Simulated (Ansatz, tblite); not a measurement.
# Si20H28 off sphere (Si₂₀H₂₈): charged states by level of theory

What does removing or adding an electron cost or gain for Si20H28 off sphere (Si₂₀H₂₈)? Each charged state is run at several levels.

Computed with Ansatz 0.2.0, Gaussian basis. Level: as each input shows.

Levels to be run: charge +1 doublet, at the geometry of the singlet (PBE0-D4/def2-SVP, PBE-D4/def2-SVP, r2SCAN0-D4/def2-SVP); charge -1 doublet, at the geometry of the singlet (PBE0-D4/def2-SVP, PBE-D4/def2-SVP, r2SCAN0-D4/def2-SVP); charge -1 doublet, relaxed (PBE0-D4/def2-SVP, PBE-D4/def2-SVP); the starting singlet's energies come from earlier runs.

## 1. The relaxed structure

The geometry is that of the singlet, from an earlier relaxation (PBE-D4/def2-SVP).

48 atoms, charge 0, spin multiplicity 1.

Atoms are counted from 1 here; the program's logs count them from 0.

Bond lengths: Si1–Si12 2.354 Å, Si1–Si13 2.357 Å, Si1–H21 1.510 Å, Si1–H22 1.509 Å, Si2–Si11 2.356 Å, Si2–Si15 2.357 Å, Si2–H23 1.510 Å, Si2–H24 1.507 Å, Si3–Si14 2.353 Å, Si3–Si16 2.354 Å, Si3–H25 1.510 Å, Si3–H26 1.507 Å, Si4–Si12 2.353 Å, Si4–Si17 2.356 Å, Si4–Si18 2.354 Å, Si4–H27 1.512 Å, Si5–Si14 2.355 Å, Si5–Si17 2.355 Å and more. Angles: Si12–Si1–Si13 112.4°, Si12–Si1–H21 109.9°, Si12–Si1–H22 108.8°, Si13–Si1–H21 109.1°, Si13–Si1–H22 108.7°, H21–Si1–H22 107.9°, Si11–Si2–Si15 113.0°, Si11–Si2–H23 109.1°, Si11–Si2–H24 108.9°, Si15–Si2–H23 108.8°, Si15–Si2–H24 109.0°, H23–Si2–H24 107.8°, Si14–Si3–Si16 109.0°, Si14–Si3–H25 108.7°, Si14–Si3–H26 111.5°, Si16–Si3–H25 108.6°, Si16–Si3–H26 110.9°, H25–Si3–H26 108.0° and more.

## 2. Charge +1 doublet at the fixed geometry, PBE0-D4/def2-SVP

The input, in.yaml:

```yaml
crystal:
  periodic: [false, false, false]
  atoms:
    - {symbol: Si, position_ang: [-3.886575, 1.932956, -0.275912]}
    - {symbol: Si, position_ang: [-1.386293, -3.159389, 2.754769]}
    - {symbol: Si, position_ang: [1.680507, -3.431049, -0.367575]}
    - {symbol: Si, position_ang: [-1.062614, 2.082599, -2.977626]}
    - {symbol: Si, position_ang: [1.601633, -0.672439, -2.971103]}
    - {symbol: Si, position_ang: [-1.083289, -0.677055, -0.271214]}
    - {symbol: Si, position_ang: [-1.135209, 1.884805, 2.529726]}
    - {symbol: Si, position_ang: [1.640751, -0.700171, 2.414774]}
    - {symbol: Si, position_ang: [1.628300, 2.055106, -0.249043]}
    - {symbol: Si, position_ang: [4.343703, -0.685929, -0.256909]}
    - {symbol: Si, position_ang: [-2.529188, -1.884051, 1.137413]}
    - {symbol: Si, position_ang: [-2.415818, 0.700041, -1.639041]}
    - {symbol: Si, position_ang: [-2.753401, 3.159674, 1.387499]}
    - {symbol: Si, position_ang: [0.247804, -2.055223, -1.628255]}
    - {symbol: Si, position_ang: [0.278398, -1.932962, 3.886390]}
    - {symbol: Si, position_ang: [2.978311, -2.082827, 1.060632]}
    - {symbol: Si, position_ang: [0.253778, 0.685419, -4.343839]}
    - {symbol: Si, position_ang: [0.366949, 3.430797, -1.681316]}
    - {symbol: Si, position_ang: [2.970119, 0.672129, -1.603698]}
    - {symbol: Si, position_ang: [0.272193, 0.677132, 1.083200]}
    - {symbol: H, position_ang: [-4.697794, 2.882449, -1.124289]}
    - {symbol: H, position_ang: [-4.843303, 0.979083, 0.395478]}
    - {symbol: H, position_ang: [-2.379895, -3.680485, 3.765651]}
    - {symbol: H, position_ang: [-0.749276, -4.346828, 2.080412]}
    - {symbol: H, position_ang: [2.605108, -4.162190, -1.311791]}
    - {symbol: H, position_ang: [0.908245, -4.458933, 0.418775]}
    - {symbol: H, position_ang: [-1.939991, 2.960375, -3.840941]}
    - {symbol: H, position_ang: [2.491856, -1.546595, -3.826212]}
    - {symbol: H, position_ang: [-1.845958, 0.890528, 3.414836]}
    - {symbol: H, position_ang: [-0.303350, 2.778723, 3.416925]}
    - {symbol: H, position_ang: [2.557788, 0.184119, 3.230575]}
    - {symbol: H, position_ang: [2.514611, 2.889169, 0.647248]}
    - {symbol: H, position_ang: [5.256903, -1.517920, -1.124853]}
    - {symbol: H, position_ang: [5.196902, 0.179087, 0.638690]}
    - {symbol: H, position_ang: [-3.417714, -2.777435, 0.306388]}
    - {symbol: H, position_ang: [-3.413056, -0.889210, 1.848935]}
    - {symbol: H, position_ang: [-3.232050, -0.184421, -2.555534]}
    - {symbol: H, position_ang: [-3.763371, 3.681385, 2.381713]}
    - {symbol: H, position_ang: [-2.079335, 4.346761, 0.749492]}
    - {symbol: H, position_ang: [-0.649251, -2.889208, -2.513868]}
    - {symbol: H, position_ang: [1.127213, -2.882498, 4.697100]}
    - {symbol: H, position_ang: [-0.392196, -0.978912, 4.843496]}
    - {symbol: H, position_ang: [3.842188, -2.960605, 1.937465]}
    - {symbol: H, position_ang: [-0.642525, -0.179775, -5.196120]}
    - {symbol: H, position_ang: [1.121006, 1.517151, -5.257954]}
    - {symbol: H, position_ang: [1.310799, 4.161032, -2.607009]}
    - {symbol: H, position_ang: [-0.418262, 4.459421, -0.908880]}
    - {symbol: H, position_ang: [3.824642, 1.546139, -2.494623]}
basis:
  gaussian: {orbitals: def2-SVP, fitting: {mean_field: def2-universal-jkfit}}
total_charge: 1
magnetization: {spin_polarized: true, initial_magnetization: 1}
hamiltonian: {xc: pbe0, dispersion: d4}
scf: {omitted_lower_state_checks: [starts]}
output: {orbitals: {seedname: orbitals}}
```

The run is started by

```
ansatz run in.yaml --threads 2 --pin off --events-out ev --progress --plain --max-ram 20480MiB --backend cuda --devices 0, --max-vram 18GiB
```

What it wrote, cut to the lines that bear on the results:

```text
Functional definition: PBE0
  name "PBE0"
  cite "Adamo & Barone, J. Chem. Phys. 110, 6158 (1999) doi:10.1063/1.478522"
  cite "Perdew, Burke & Ernzerhof, Phys. Rev. Lett. 77, 3865 (1996) doi:10.1103/PhysRevLett.77.3865"
  parent pbe
[...]
3064 factors; integrals over basis functions are off by at most 3.2e-1 eV
[...]
mean field -157891.25416656 eV, -5802.3965680851 hartree, gradient 5.5e-6 eV, S^2 0.753801; 0 other end points of the search recorded, 0 dependent functions left out
reference -157891.25422965 eV, -5802.3965704035 hartree; 154, 153 occupied and 346, 347 virtual orbitals, 3064 factors
Total energy: -157894.28019194 eV, -5802.5077724669 hartree
Checks for a lower state left out: starts
```

Wall time 11 s (1 × H100 (card shared with other runs) with 2 threads of AMD EPYC 7R13, shared host); peak host memory 1.2 GiB.

From the report: HOMO -10.21 eV, LUMO -9.17 eV (over both spins); ⟨S²⟩ 0.754 (pure: 0.75).

## 3. Charge +1 doublet at the fixed geometry, PBE-D4/def2-SVP

start.molden holds the orbitals of an earlier run on this state, given as this run's starting guess.

Edit in.yaml of step 2 so:

```diff
@@ -52,6 +52,6 @@
 basis:
-  gaussian: {orbitals: def2-SVP, fitting: {mean_field: def2-universal-jkfit}}
+  gaussian: {orbitals: def2-SVP, fitting: {mean_field: def2-universal-jkfit}, initial_orbitals: start.molden}
 total_charge: 1
 magnetization: {spin_polarized: true, initial_magnetization: 1}
-hamiltonian: {xc: pbe0, dispersion: d4}
+hamiltonian: {xc: pbe, dispersion: d4}
 scf: {omitted_lower_state_checks: [starts]}
```

The command is unchanged.

What it wrote, cut to the lines that bear on the results:

```text
Functional definition: PBE
  name "PBE"
  cite "Perdew, Burke & Ernzerhof, Phys. Rev. Lett. 77, 3865 (1996) doi:10.1103/PhysRevLett.77.3865"
  parent pbe
[...]
3064 factors; integrals over basis functions are off by at most 3.2e-1 eV
[...]
mean field -157875.18110968 eV, -5801.8058941395 hartree, gradient 2.8e-6 eV, S^2 0.750950; 0 other end points of the search recorded, 0 dependent functions left out
reference -157875.18119363 eV, -5801.8058972247 hartree; 154, 153 occupied and 346, 347 virtual orbitals, 3064 factors
Total energy: -157878.49582172 eV, -5801.9277075601 hartree
Checks for a lower state left out: starts
```

Run time: 7.5 s. Hardware: 1 × H100 (card shared with other runs) with 2 threads of AMD EPYC 7R13, shared host; peak host memory 1.2 GiB.

HOMO -9.23 eV, LUMO -9.15 eV (over both spins); ⟨S²⟩ 0.751 (pure: 0.75).

## 4. Charge +1 doublet at the fixed geometry, r2SCAN0-D4/def2-SVP

Edit in.yaml of step 3 so:

```diff
@@ -55,3 +55,3 @@
 magnetization: {spin_polarized: true, initial_magnetization: 1}
-hamiltonian: {xc: pbe, dispersion: d4}
+hamiltonian: {xc: {name: r2SCAN0}, dispersion: d4}
 scf: {omitted_lower_state_checks: [starts]}
```

Launched as before.

What it wrote, cut to the lines that bear on the results:

```text
Functional definition: r2SCAN0
  name "r2SCAN0"
  cite "Bursch, Neugebauer, Ehlert & Grimme, J. Chem. Phys. 156, 134105 (2022) doi:10.1063/5.0086040"
  cite "Furness, Kaplan, Ning, Perdew & Sun, J. Phys. Chem. Lett. 11, 8208 (2020) doi:10.1021/acs.jpclett.0c02405"
  cite "Furness, Kaplan, Ning, Perdew & Sun, J. Phys. Chem. Lett. 11, 9248 (2020) doi:10.1021/acs.jpclett.0c03077"
  parent r2scan
[...]
3064 factors; integrals over basis functions are off by at most 3.2e-1 eV
[...]
mean field -157941.55290156 eV, -5804.2450125028 hartree, gradient 5.8e-6 eV, S^2 0.756121; 0 other end points of the search recorded, 0 dependent functions left out
reference -157941.55292461 eV, -5804.2450133497 hartree; 154, 153 occupied and 346, 347 virtual orbitals, 3064 factors
Total energy: -157942.74561404 eV, -5804.2888438779 hartree
Checks for a lower state left out: starts
```

Run time: 12 s. Hardware: 1 × H100 (card shared with other runs) with 2 threads of AMD EPYC 7R13, shared host; peak host memory 1.5 GiB.

HOMO -10.37 eV, LUMO -9.28 eV (over both spins); ⟨S²⟩ 0.756 (pure: 0.75).

## 5. Vertical ionisation energy

Charged state less starting state, singlet to doublet; the starting state's energies are those of its earlier runs.

```csv
level,vertical ionisation energy (eV),time
PBE-D4/def2-SVP,+7.74,13 s
PBE0-D4/def2-SVP,+8.23,14 s
r2SCAN0-D4/def2-SVP,+8.32,23 s
```

Times add the two runs; a level without a time comes out of a correlated run.

Beside −ε(HOMO) of the starting state:

```
              level  −ε(HOMO) (eV)  by difference (eV)  mismatch (eV)
    PBE-D4/def2-SVP           6.18                7.74          -1.56
   PBE0-D4/def2-SVP           7.14                8.23          -1.08
r2SCAN0-D4/def2-SVP           7.30                8.32          -1.02
```

## 6. Charge -1 doublet at the fixed geometry, PBE0-D4/def2-SVP

Edit in.yaml of step 4 so:

```diff
@@ -52,6 +52,6 @@
 basis:
-  gaussian: {orbitals: def2-SVP, fitting: {mean_field: def2-universal-jkfit}, initial_orbitals: start.molden}
-total_charge: 1
+  gaussian: {orbitals: def2-SVP, fitting: {mean_field: def2-universal-jkfit}}
+total_charge: -1
 magnetization: {spin_polarized: true, initial_magnetization: 1}
-hamiltonian: {xc: {name: r2SCAN0}, dispersion: d4}
+hamiltonian: {xc: pbe0, dispersion: d4}
 scf: {omitted_lower_state_checks: [starts]}
```

Same command.

What it wrote, cut to the lines that bear on the results:

```text
Functional definition: PBE0
  name "PBE0"
  cite "Adamo & Barone, J. Chem. Phys. 110, 6158 (1999) doi:10.1063/1.478522"
  cite "Perdew, Burke & Ernzerhof, Phys. Rev. Lett. 77, 3865 (1996) doi:10.1103/PhysRevLett.77.3865"
  parent pbe
[...]
3064 factors; integrals over basis functions are off by at most 3.2e-1 eV
[...]
mean field -157899.92044090 eV, -5802.7150477929 hartree, gradient 1.0e-5 eV, S^2 0.752418; 0 other end points of the search recorded, 0 dependent functions left out
reference -157899.92050800 eV, -5802.7150502589 hartree; 155, 154 occupied and 345, 346 virtual orbitals, 3064 factors
Total energy: -157903.09096424 eV, -5802.8315623764 hartree
Checks for a lower state left out: starts
```

Run time: 16 s. Hardware: 1 × H100 (card shared with other runs) with 2 threads of AMD EPYC 7R13, shared host; peak host memory 1.2 GiB.

HOMO 0.45 eV, LUMO 1.50 eV (over both spins); ⟨S²⟩ 0.752 (pure: 0.75). Doubts: highest occupied level lies above zero.

## 7. Charge -1 doublet at the fixed geometry, PBE-D4/def2-SVP

Edit in.yaml of step 6 so:

```diff
@@ -52,6 +52,6 @@
 basis:
-  gaussian: {orbitals: def2-SVP, fitting: {mean_field: def2-universal-jkfit}}
+  gaussian: {orbitals: def2-SVP, fitting: {mean_field: def2-universal-jkfit}, initial_orbitals: start.molden}
 total_charge: -1
 magnetization: {spin_polarized: true, initial_magnetization: 1}
-hamiltonian: {xc: pbe0, dispersion: d4}
+hamiltonian: {xc: pbe, dispersion: d4}
 scf: {omitted_lower_state_checks: [starts]}
```

Launched as before.

What it wrote, cut to the lines that bear on the results:

```text
Functional definition: PBE
  name "PBE"
  cite "Perdew, Burke & Ernzerhof, Phys. Rev. Lett. 77, 3865 (1996) doi:10.1103/PhysRevLett.77.3865"
  parent pbe
[...]
3064 factors; integrals over basis functions are off by at most 3.2e-1 eV
[...]
mean field -157883.54027776 eV, -5802.1130879006 hartree, gradient 2.7e-6 eV, S^2 0.751196; 0 other end points of the search recorded, 0 dependent functions left out
reference -157883.54036702 eV, -5802.1130911805 hartree; 155, 154 occupied and 345, 346 virtual orbitals, 3064 factors
Total energy: -157887.01480280 eV, -5802.2407743405 hartree
Checks for a lower state left out: starts
```

It took 10 s on 1 × H100 (card shared with other runs) with 2 threads of AMD EPYC 7R13, shared host; peak host memory 1.2 GiB.

From the report: HOMO 0.72 eV, LUMO 0.85 eV (over both spins); ⟨S²⟩ 0.751 (pure: 0.75). Doubts: highest occupied level lies above zero.

## 8. Charge -1 doublet at the fixed geometry, r2SCAN0-D4/def2-SVP

Edit in.yaml of step 7 so:

```diff
@@ -55,3 +55,3 @@
 magnetization: {spin_polarized: true, initial_magnetization: 1}
-hamiltonian: {xc: pbe, dispersion: d4}
+hamiltonian: {xc: {name: r2SCAN0}, dispersion: d4}
 scf: {omitted_lower_state_checks: [starts]}
```

The command is unchanged.

What it wrote, cut to the lines that bear on the results:

```text
Functional definition: r2SCAN0
  name "r2SCAN0"
  cite "Bursch, Neugebauer, Ehlert & Grimme, J. Chem. Phys. 156, 134105 (2022) doi:10.1063/5.0086040"
  cite "Furness, Kaplan, Ning, Perdew & Sun, J. Phys. Chem. Lett. 11, 8208 (2020) doi:10.1021/acs.jpclett.0c02405"
  cite "Furness, Kaplan, Ning, Perdew & Sun, J. Phys. Chem. Lett. 11, 9248 (2020) doi:10.1021/acs.jpclett.0c03077"
  parent r2scan
[...]
3064 factors; integrals over basis functions are off by at most 3.2e-1 eV
[...]
mean field -157950.33828818 eV, -5804.5678695060 hartree, gradient 3.5e-6 eV, S^2 0.753717; 0 other end points of the search recorded, 0 dependent functions left out
reference -157950.33831124 eV, -5804.5678703533 hartree; 155, 154 occupied and 345, 346 virtual orbitals, 3064 factors
Total energy: -157951.59581798 eV, -5804.6140828739 hartree
Checks for a lower state left out: starts
```

Wall time 18 s (1 × H100 (card shared with other runs) with 2 threads of AMD EPYC 7R13, shared host); peak host memory 1.5 GiB.

From the report: HOMO 0.44 eV, LUMO 1.55 eV (over both spins); ⟨S²⟩ 0.754 (pure: 0.75). Doubts: highest occupied level lies above zero.

## 9. Vertical electron affinity

Starting state less charged state (positive: the electron is bound), singlet to doublet; the starting state's energies are those of its earlier runs.

| level | vertical electron affinity (eV) | time |
| --- | --- | --- |
| PBE-D4/def2-SVP | +0.78 | 15 s |
| PBE0-D4/def2-SVP | +0.58 | 20 s |
| r2SCAN0-D4/def2-SVP | +0.53 | 29 s |

Times add the two runs; a level without a time comes out of a correlated run.

Beside −ε(LUMO) of the starting state:

```csv
level,−ε(LUMO) (eV),by difference (eV),mismatch (eV)
PBE-D4/def2-SVP,2.10,0.78,+1.33
PBE0-D4/def2-SVP,1.47,0.58,+0.88
r2SCAN0-D4/def2-SVP,1.44,0.53,+0.91
```

[end of part 1 of 3]
